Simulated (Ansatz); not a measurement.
# C2H7Si2: the cost of one run

Program: Ansatz 0.2.0, driven from Python. Level of theory: Hartree-Fock/def2-TZVP. These are calculated values, not measurements.

### 1 Starting point

Bond lengths: C1–C2 1.332 Å, C2–Si3 1.847 Å, Si3–Si4 2.234 Å, C1–H5 1.084 Å, C1–H6 1.086 Å, Si3–H7 1.470 Å, Si3–H8 1.470 Å, Si4–H9 1.470 Å, Si4–H10 1.470 Å, Si4–H11 1.470 Å. Angles (14 of 16 angles, heavy atoms first): C1–C2–Si3 121.5°, C2–Si3–Si4 109.7°, C2–C1–H5 119.6°, C2–C1–H6 121.2°, C2–Si3–H7 109.5°, C2–Si3–H8 109.4°, Si4–Si3–H7 109.4°, Si4–Si3–H8 109.3°, Si3–Si4–H9 109.4°, Si3–Si4–H10 109.3°, Si3–Si4–H11 109.5°, H5–C1–H6 119.2°, H7–Si3–H8 109.5°, H9–Si4–H10 109.5°.

No structure file is read: the coordinates are typed or built in the script.

### 2 Script

Input file c2h7si2.py:

```python
"""Energy to split C2H7Si2 into its atoms."""

from collections import Counter
import logging
import sys

import ansatz

logging.basicConfig(stream=sys.stdout, format="[%(levelname)s] %(message)s")
log = logging.getLogger("calc")
log.setLevel(logging.INFO)

BASIS = "def2-TZVP"
FUNCTIONAL = "hf"


def single_point(molecule, charge=0, unpaired=0):
    calc = molecule.calculation().basis(gaussian=BASIS).functional(FUNCTIONAL)
    if charge:
        calc = calc.charge(charge)
    if unpaired:
        calc = calc.spin("collinear", total=unpaired)
    return calc.run(threads=1, backend="cpu").report["free_energy_ev"]

GEOMETRY = """
C     1.71150    0.48210    1.25270
C     1.59180    0.53160   -0.07290
Si    0.33740   -0.48700   -0.96770
Si   -1.71390    0.08130   -0.28970
H     2.45840    1.09380    1.74610
H     1.07270   -0.16080    1.85090
H     0.56950   -1.91110   -0.68440
H     0.45520   -0.24840   -2.41360
H    -1.94470    1.50490   -0.57600
H    -1.82900   -0.15300    1.15730
H    -2.70880   -0.73350   -1.00260
"""

mol = ansatz.Crystal.molecule()
for line in GEOMETRY.strip().splitlines():
    symbol, *xyz = line.split()
    mol = mol.atom(symbol, [float(v) for v in xyz])

# Hund ground states
unpaired = {"C": 2, "Si": 2, "H": 1}
counts = Counter(site.symbol for site in mol.cartesian_sites)
atom_energy = {s: single_point(ansatz.Crystal.molecule().atom(s, (0, 0, 0)), 0, unpaired[s]) for s in counts}
whole = single_point(mol, 0, 1)
for s, e in atom_energy.items():
    log.info(f"{s:2s} x{counts[s]}  {e:14.5f} eV")
log.info(f"C2H7Si2: {whole:.5f} eV")
split = sum(counts[s] * e for s, e in atom_energy.items()) - whole
log.info(f"atomisation energy (no zero-point term): {96.485332 * split:.1f} kJ/mol, {split / sum(counts.values()):.3f} eV an atom")
```

### 3 The input behind the calls

The engine receives this input (first run):

```yaml
crystal:
  periodic: [false, false, false]
  atoms:
    - { symbol: C, position_ang: [0.0, 0.0, 0.0] }
basis:
  gaussian:
    orbitals: def2-TZVP
hamiltonian:
  xc: hf
magnetization:
  spin_polarized: true
  initial_magnetization: 2.0
```

### 4 Running it

Command:

```console
> python c2h7si2.py
```

**Question.** How long does this script take on 1 thread of Arm Neoverse V2, shared host, and how much memory does it need?

About 12 s, with a peak of 0.51 GiB.
